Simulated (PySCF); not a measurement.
**W: equation of state with PBE**

W:

```
W
1.0
    -1.58234    1.58234    1.58234
     1.58234   -1.58234    1.58234
     1.58234    1.58234   -1.58234
W
1
Direct
  0.00000 0.00000 0.00000
```

```json
{"Program": "PySCF 2.14.0", "Task": "equation of state", "Functional": "PBE", "Potentials or basis": "DZVP-MOLOPT-SR/GTH-PBE (potentials made for PBE)", "k mesh": "5 × 5 × 5", "Occupations": "fermi-dirac, width 0.05 eV", "Spin": "no spin polarisation"}
```

```yaml
Equilibrium_volume: 16.00 Å³/atom
Bulk_modulus: 313 GPa
Pressure_derivative_of_the_bulk_modulus: 4.3
```

Energy against volume, from the lowest point:
| volume (Å³/atom) | energy (meV/atom) |
| --- | --- |
| 14.897 | 82.90 |
| 15.214 | 39.86 |
| 15.531 | 12.76 |
| 15.848 | 0.00 |
| 16.165 | 0.16 |
| 16.482 | 11.96 |
| 16.798 | 34.22 |

Run time: 9.5 min on 4 threads of AMD EPYC (Zen 3), with other jobs on the host.

Caveat: the k mesh is coarse (spacing up to 0.56 Å⁻¹), so the values aren't converged; the basis of atomic orbitals isn't converged, which shifts pressures, moduli and gaps. PBE usually gives volumes a little too large and moduli too small.
